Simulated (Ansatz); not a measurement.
**Cl₄H₂O₂W: one species, many methods**

The task here is to estimate one member of a computed series from the others.

Computed with Ansatz 0.2.0, Gaussian basis. Level: functionals in def2-TZVPP, the program's frozen cores in correlated methods.

Plan: LDA (SPW92), PBE-D4, revPBE-D4, BLYP-D4, r2SCAN-D4, B97M-V, PBE0-D4, B3LYP-D4, r2SCANh-D4, r2SCAN0-D4, HSE06-D4, BHLYP-D4, CAM-B3LYP-D4, LC-ωPBE, ωB97X-V, ωB97M-V, B2PLYP, PBE-QIDH; CCSD(T)/def2-SVP; CCSD(T)/def2-TZVPP; MP2/def2-QZVPP; extrapolation to the limit; RPA on PBE.

## The relaxed structure

All runs share one geometry, relaxed beforehand with PBE0-D4 in a triple-zeta def2 set. W takes the def2 core potential; no spin-orbit term is included.

9 atoms, charge 0, spin multiplicity 1.

Atoms are counted from 1 here; the program's logs count them from 0.

Bond lengths: O1–W2 1.844 Å, O1–H8 0.962 Å, W2–O3 1.844 Å, W2–Cl4 2.388 Å, W2–Cl5 2.311 Å, W2–Cl6 2.280 Å, W2–Cl7 2.311 Å, O3–H9 0.962 Å. Angles: W2–O1–H8 130.6°, O1–W2–O3 162.6°, O1–W2–Cl4 81.3°, O1–W2–Cl5 90.3°, O1–W2–Cl6 98.7°, O1–W2–Cl7 90.3°, O3–W2–Cl4 81.3°, O3–W2–Cl5 90.3°, O3–W2–Cl6 98.7°, O3–W2–Cl7 90.3°, Cl4–W2–Cl5 91.9°, Cl4–W2–Cl6 180.0°, Cl4–W2–Cl7 91.9°, Cl5–W2–Cl6 88.1°, Cl5–W2–Cl7 176.2°, Cl6–W2–Cl7 88.1°, W2–O3–H9 130.6°.

As a file:

```xyz
9

O    -1.7010   -0.5758    0.3115
W    -0.0415    0.2199    0.2004
O     1.6952    0.6068   -0.2832
Cl    0.2886   -1.5290   -1.3920
Cl   -0.8280    1.6598   -1.4278
Cl   -0.3567    1.8897    1.7208
Cl    0.7236   -1.1065    1.9320
H    -2.0610   -1.3384   -0.1507
H     2.2808    0.1736   -0.9109
```

Set-up of the first run:

The input, in.yaml:

```yaml
crystal:
  periodic: [false, false, false]
  atoms:
    - {symbol: O, position_ang: [-1.701029, -0.575832, 0.311480]}
    - {symbol: W, position_ang: [-0.041489, 0.219863, 0.200403]}
    - {symbol: O, position_ang: [1.695161, 0.606751, -0.283198]}
    - {symbol: Cl, position_ang: [0.288648, -1.529032, -1.391988]}
    - {symbol: Cl, position_ang: [-0.827962, 1.659762, -1.427809]}
    - {symbol: Cl, position_ang: [-0.356686, 1.889725, 1.720839]}
    - {symbol: Cl, position_ang: [0.723550, -1.106458, 1.931951]}
    - {symbol: H, position_ang: [-2.060995, -1.338366, -0.150747]}
    - {symbol: H, position_ang: [2.280811, 0.173577, -0.910941]}
basis:
  gaussian: {orbitals: def2-TZVPP}
hamiltonian: {xc: lda}
output: {orbitals: {seedname: orbitals}}
```

Command:

```bash
ansatz run in.yaml --threads 2 --pin off --events-out ev --progress --plain --max-ram 20480MiB --backend cuda --devices 0, --max-vram 18GiB
```

Steps of the session up to this table: LDA; PBE-D4 (GGA); revPBE-D4 (GGA); BLYP-D4 (GGA); r2SCAN-D4 (meta-GGA); B97M-V (meta-GGA); B3LYP-D4 (hybrid); r2SCANh-D4 (hybrid); r2SCAN0-D4 (hybrid); HSE06-D4 (hybrid); BHLYP-D4 (hybrid); CAM-B3LYP-D4 (range-separated); LC-ωPBE (range-separated); ωB97X-V (range-separated); ωB97M-V (range-separated); B2PLYP (double hybrid); PBE-QIDH (double hybrid).

One of the session's tables, all rows but one given; the rest of the session is left out.

It belongs to the step «Frontier levels by functional». 

| functional | HOMO (eV) | LUMO (eV) | gap (eV) |
| --- | --- | --- | --- |
| LDA (SPW92) | -7.47 | -5.39 | 2.09 |
| PBE-D4 | -7.32 | -5.19 | 2.13 |
| revPBE-D4 | -7.26 | -5.11 | 2.14 |
| BLYP-D4 | ? | ? | ? |
| r2SCAN-D4 | -7.69 | -5.30 | 2.39 |
| B97M-V | -7.77 | -5.29 | 2.48 |
| PBE0-D4 | -8.67 | -4.74 | 3.93 |
| B3LYP-D4 | -8.39 | -4.89 | 3.51 |
| r2SCANh-D4 | -8.18 | -5.11 | 3.07 |
| r2SCAN0-D4 | -8.92 | -4.79 | 4.13 |
| HSE06-D4 | -8.27 | -5.10 | 3.17 |
| BHLYP-D4 | -9.88 | -4.07 | 5.81 |
| CAM-B3LYP-D4 | -9.98 | -3.83 | 6.16 |
| LC-ωPBE | -11.39 | -2.87 | 8.52 |
| ωB97X-V | -11.02 | -2.89 | 8.12 |
| ωB97M-V | -10.85 | -2.87 | 7.98 |

Estimate the missing values for BLYP-D4.

Worked estimate for «HOMO (eV)». Against the share of exact exchange, B3LYP-D4 (0.2, -8.39), BHLYP-D4 (0.5, -9.88) give a slope of -4.97 per unit share; at 0 the line stands at -7.40.

**Answer.** HOMO (eV): -7.14; LUMO (eV): -5.07; gap (eV): 2.08. In «HOMO (eV)» the line misses by -0.26.
